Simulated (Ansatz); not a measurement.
Debugging a rigid torsion scan of BBrH4P (charge -1), SMILES P[BH2-]Br (Ansatz 0.2.0, Python API).

`torsion_bbrh4p.py`
```python
import logging
import sys

import ansatz
from ase import Atoms

logging.basicConfig(stream=sys.stdout, format="%(levelname)s %(message)s")
logger = logging.getLogger("ansatz_job")
logger.setLevel(logging.INFO)

atoms = Atoms(["P", "B", "Br", "H", "H", "H", "H"], positions=[
    (1.0777, 0.2834, -0.6913),
    (-0.6296, -0.2883, 0.0291),
    (-2.064, 0.9929, -0.5521),
    (1.2351, 1.3639, 0.2672),
    (1.8417, -0.6627, 0.1036),
    (-0.8851, -1.379, -0.3756),
    (-0.5758, -0.3102, 1.2191),
])

first = (
    ansatz.Crystal.molecule_from_ase(atoms).calculation()
    .basis(gaussian="def2-SVP")
    .functional("hf")
    .charge(-1)
    .hubbard("P", "p", u_eff=4.0)
    .relax(force_tolerance=0.02, max_steps=30)
)
atoms.positions = first.run(threads=1).report["positions_ang"]

start = atoms.get_dihedral(2, 1, 0, 3)
energies = {}
for turn in range(0, 360, 40):
    turned = atoms.copy()
    turned.set_dihedral(2, 1, 0, 3, start + turn, indices=[0, 3, 4])
    base = (
        ansatz.Crystal.molecule_from_ase(turned).calculation()
        .basis(gaussian="def2-SVP")
        .functional("hf")
        .charge(-1)
        .hubbard("P", "p", u_eff=4.0)
    )
    energies[round((start + turn) % 360)] = base.run(threads=1).report["free_energy_ev"]
floor = min(energies.values())
logger.info("dihedral Br2-B1-P0-H3 (deg)   E - E(min) (eV)")
for angle, e in sorted(energies.items()):
    logger.info(f"{angle:8d} {(e - floor):14.3f}  " + "#" * int(30 * (e - floor) / max(max(energies.values()) - floor, 1e-9)))
```

```console
$ python torsion_bbrh4p.py
Traceback (most recent call last):
  File "torsion_bbrh4p.py", line 29, in <module>
    atoms.positions = first.run(threads=1).report["positions_ang"]
                      ~~~~~~~~~^^^^^^^^^^^
  ...
ansatz.RefusalError: invalid value for `basis.gaussian`: such a run doesn't read hamiltonian.hubbard; remove what it names
$ echo $?
1
```
(Library frames cut from the traceback.)

Find the fault and give the corrected script.

The fault: a Hubbard U isn't read in a Gaussian basis. Mended:

```diff
--- before
+++ after
@@ -25,4 +25,3 @@
     .charge(-1)
-    .hubbard("P", "p", u_eff=4.0)
-    .relax(force_tolerance=0.02, max_steps=30)
+    .relax(force_tolerance=0.02, max_steps=80)
 )
@@ -40,3 +39,2 @@
         .charge(-1)
-        .hubbard("P", "p", u_eff=4.0)
     )
```

With that change:

```console
$ python torsion_bbrh4p.py
INFO dihedral Br2-B1-P0-H3 (deg)   E - E(min) (eV)
INFO       37          0.087  ###################
INFO       77          0.000
INFO      117          0.068  ###############
INFO      157          0.075  #################
INFO      197          0.034  #######
INFO      237          0.131  ##############################
INFO      277          0.103  #######################
INFO      317          0.013  ##
INFO      357          0.121  ###########################
```

Reading the output:
- The scan is rigid and the energies are electronic, in a modest basis. With rigid groups the curve can differ much from the relaxed path, the start wasn't checked as a minimum of this torsion, and equivalent turns needn't return to the same energy.
- Anions want diffuse functions, which this basis lacks.
- Run time: 50 s on 1 thread of AMD EPYC 7571 (shared host), peak memory 0.25 GiB.
